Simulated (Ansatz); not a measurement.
# CH₄SZn: how energies converge with the basis set

An exercise on one series of results from a longer session: the logs are not shown, and one member is left open.

The runs use Ansatz 0.2.0, Gaussian basis; one geometry, several basis sets.

Levels to be run: PBE0-D4/def2-SVP; ωB97M-V/def2-SVP; PBE0-D4/def2-QZVPP; ωB97M-V/def2-QZVPP; the functionals' def2-TZVPP values are taken from earlier runs.

### Structure used throughout

All runs share one geometry, relaxed beforehand with PBE0-D4 in a triple-zeta def2 set.

SMILES `[CH3][Zn][SH]`, 7 atoms, charge 0, spin multiplicity 1.

Atoms are counted from 1 here; the program's logs count them from 0.

Bond lengths: C1–Zn2 1.934 Å, C1–H4 1.092 Å, C1–H5 1.092 Å, C1–H6 1.092 Å, Zn2–S3 2.177 Å, S3–H7 1.345 Å. Angles: Zn2–C1–H4 110.7°, Zn2–C1–H5 110.4°, Zn2–C1–H6 110.6°, H4–C1–H5 108.3°, H4–C1–H6 108.6°, H5–C1–H6 108.2°, C1–Zn2–S3 179.2°, Zn2–S3–H7 92.8°.

Set-up of the first run:

File in.yaml:

```yaml
crystal:
  periodic: [false, false, false]
  atoms:
    - {symbol: C, position_ang: [-1.027149, 0.690751, -0.401481]}
    - {symbol: Zn, position_ang: [0.354224, -0.396829, 0.404819]}
    - {symbol: S, position_ang: [1.891914, -1.625103, 1.335276]}
    - {symbol: H, position_ang: [-1.924508, 0.097497, -0.588439]}
    - {symbol: H, position_ang: [-0.682396, 1.099234, -1.353980]}
    - {symbol: H, position_ang: [-1.291378, 1.524322, 0.252401]}
    - {symbol: H, position_ang: [2.740494, -1.457973, 0.305705]}
basis:
  gaussian: {orbitals: def2-SVP}
hamiltonian: {xc: pbe0, dispersion: d4}
output: {orbitals: {seedname: orbitals}}
```

Steps of the session up to this table: PBE0-D4 in def2-SVP; ωB97M-V in def2-SVP; PBE0-D4 in def2-QZVPP; ωB97M-V in def2-QZVPP.

One of the session's tables, all rows but one given; the rest of the session is left out.

It belongs to the step «Functionals by basis». 

```
functional       basis  HOMO (eV)
   PBE0-D4    def2-SVP      -6.81
   PBE0-D4  def2-TZVPP      -7.12
   PBE0-D4  def2-QZVPP          ?
   ωB97M-V    def2-SVP      -8.98
   ωB97M-V  def2-TZVPP      -9.32
   ωB97M-V  def2-QZVPP      -9.36
```

Q: Estimate the row for PBE0-D4, def2-QZVPP from the others.

As computed: HOMO (eV): -7.15. In the column «HOMO (eV)» it lies between ωB97M-V, def2-SVP (-8.98) and PBE0-D4, def2-TZVPP (-7.12).
